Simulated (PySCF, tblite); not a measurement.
# C₂H₇B₂F₃Si: geometry, infrared bands and NMR shifts

Aim: predict the infrared bands and NMR shifts of C₂H₇B₂F₃Si (`B[SiH](B)C(F)(F)CF`).

Computed with tblite 0.8.0 and PySCF 2.14.0, with density-fitted response routines of our own, on a single molecule in the gas phase. Atoms count from 0, in the outputs and in this text.

### 1 The molecule as given

15 atoms, charge 0, multiplicity 1; geometry from: force field or distance geometry start.

Bonds of the start (Å): B0–Si1 1.96, Si1–B2 1.94, Si1–C3 1.86, C3–F4 1.38, C3–F5 1.40, C3–C6 1.51, C6–F7 1.39, B0–H8 1.19, B0–H9 1.17, Si1–H10 1.46, B2–H11 1.21, B2–H12 1.21, C6–H13 1.10, C6–H14 1.11.

### 2 Geometry optimisation with GFN2-xTB

What the job is given:

```
{"job": {"kind": "relax", "xc": "GFN2-xTB", "basis": "xTB"}, "charge": 0, "multiplicity": 1}
B      2.178600    -1.025000    -0.042400
Si     0.718400     0.255300    -0.274800
B      1.126700     2.003600     0.449700
C     -0.797300    -0.509000     0.489100
F     -0.998700    -0.115600     1.797300
F     -0.569600    -1.894000     0.485800
C     -1.980200    -0.282000    -0.418100
F     -3.119300    -0.850600     0.150400
H      1.965600    -2.028400     0.565500
H      2.978900    -1.079400    -0.891700
H      0.494800     0.381900    -1.716500
H      0.958100     2.957500    -0.267200
H      0.919400     2.259600     1.616000
H     -2.106700     0.788800    -0.622600
H     -1.773200    -0.854700    -1.342500
```

Run with:

```sh
> OMP_NUM_THREADS=1 python probes_run.py task.json out
```

This one command runs all jobs of the session in turn.

**Question.** This job is followed by: GFN2-xTB harmonic vibrations, gas phase; GIAO PBE0/pcSseg-1 NMR shielding, non-relativistic, gas phase. Predict these results of the whole session: strongest single infrared mode (GFN2-xTB); zero-point energy (GFN2-xTB); ¹³C shifts against TMS (PBE0/pcSseg-1); ¹H shifts against TMS (PBE0/pcSseg-1, means over atoms taken as alike); ¹¹B shifts against BF3·OEt2 (PBE0/pcSseg-1, means over atoms taken as alike); ²⁹Si shifts against TMS (PBE0/pcSseg-1); ¹⁹F shifts against CFCl3 (PBE0/pcSseg-1, means over atoms taken as alike); surface potential, 1st and 99th percentile.

As calculated:

```
                                                                    quantity                  value
                                   strongest single infrared mode (GFN2-xTB)  2095 cm⁻¹, 318 km/mol
                                                zero-point energy (GFN2-xTB)          55.3 kcal/mol
                                      ¹³C shifts against TMS (PBE0/pcSseg-1)        137.5, 88.1 ppm
      ¹H shifts against TMS (PBE0/pcSseg-1, means over atoms taken as alike)  10.79, 4.75, 4.52 ppm
¹¹B shifts against BF3·OEt2 (PBE0/pcSseg-1, means over atoms taken as alike)              117.0 ppm
                                     ²⁹Si shifts against TMS (PBE0/pcSseg-1)              -46.7 ppm
   ¹⁹F shifts against CFCl3 (PBE0/pcSseg-1, means over atoms taken as alike)     -134.4, -254.9 ppm
                                       surface potential, 1st and 99th percentile     -1.14 V and 2.31 V
```

In words: The optimisation took 149 steps and gained 0.774 eV; among the close pairs (by a distance rule), Si1–C3 changed most, from 1.861 to 1.975 Å. No mode is imaginary among the 39: a minimum at this level. The strongest single mode, at 2095 cm⁻¹, moves mainly H10. GFN2-xTB is a fitted tight-binding method: band positions and strengths are rough. Its intensities can rank the bands wrongly. At PBE0/pcSseg-1: The largest span, 288 ppm, is at B0, B2, where the paramagnetic term is -213 ppm. At PBE0/pcSseg-1, counted by nearest atom on the grid, the HOMO lies on C3 28 %; Si1 15 %, the LUMO on B0, B2 about 29 % each; H11, H12 about 7 % each.
